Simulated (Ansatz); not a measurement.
# BClFH4N: the cost of one run

Program: Ansatz 0.2.0. Level of theory: RHF/6-31G*. These are calculated values, not measurements.

## (1) Starting point

Bond lengths: B1–N3 1.550 Å, N3–H4 1.060 Å, N3–H5 1.060 Å, B1–F6 1.320 Å, B1–Cl7 2.160 Å, Cl7–H8 1.527 Å. Angles: B1–N3–H4 120.0°, B1–N3–H5 120.0°, H4–N3–H5 120.0°, N3–B1–F6 120.0°, N3–B1–Cl7 96.8°, F6–B1–Cl7 101.3°, B1–Cl7–H8 58.2°.

Structure file:

```xyz
8

B     0.0000    0.0000    0.0000
H     0.0000    0.0000    1.5400
N     1.3423    0.0000   -0.7750
H     1.8089   -0.9179   -1.0268
H     1.7937    0.9179   -1.0532
F    -1.1431    0.0000   -0.6600
Cl    0.0968    2.0475    0.6811
H     0.0414    0.8758    1.6586
```

## (2) Pulling towards end A

Springs on the bonds that form and break draw the guess towards this end; the thresholds are loose.

Input file input.yaml:

```yaml
crystal:
  periodic: [false, false, false]
  atoms:
    - { symbol: B, position_ang: [0.0, 0.0, 0.0] }
    - { symbol: H, position_ang: [0.0, 0.0, 1.54] }
    - { symbol: "N", position_ang: [1.3423, 0.0, -0.775] }
    - { symbol: H, position_ang: [1.8089, -0.9179, -1.0268] }
    - { symbol: H, position_ang: [1.7937, 0.9179, -1.0532] }
    - { symbol: F, position_ang: [-1.1431, 0.0, -0.66] }
    - { symbol: Cl, position_ang: [0.0968, 2.0475, 0.6811] }
    - { symbol: H, position_ang: [0.0414, 0.8758, 1.6586] }
basis:
  gaussian: { orbitals: "6-31G*" }
hamiltonian:
  xc: hf
relax:
  f_tol: 0.15
  max_steps: 25
  restrain:
    - { distance: [0, 6], at: 3.06, k: 30.0 }
    - { distance: [7, 1], at: 1.86, k: 30.0 }
    - { distance: [0, 1], at: 1.19, k: 30.0 }
    - { distance: [7, 6], at: 1.37, k: 30.0 }
```

On the command line:

```bash
$ ansatz run input.yaml --threads 1 --pin off --max-ram 2048MiB --backend cpu --events-out ev --progress --plain --runs-dir out
```

Q: Estimate wall time and peak memory on 1 thread of Arm Neoverse V2, shared host.

About 17 s, with a peak of 0.14 GiB.
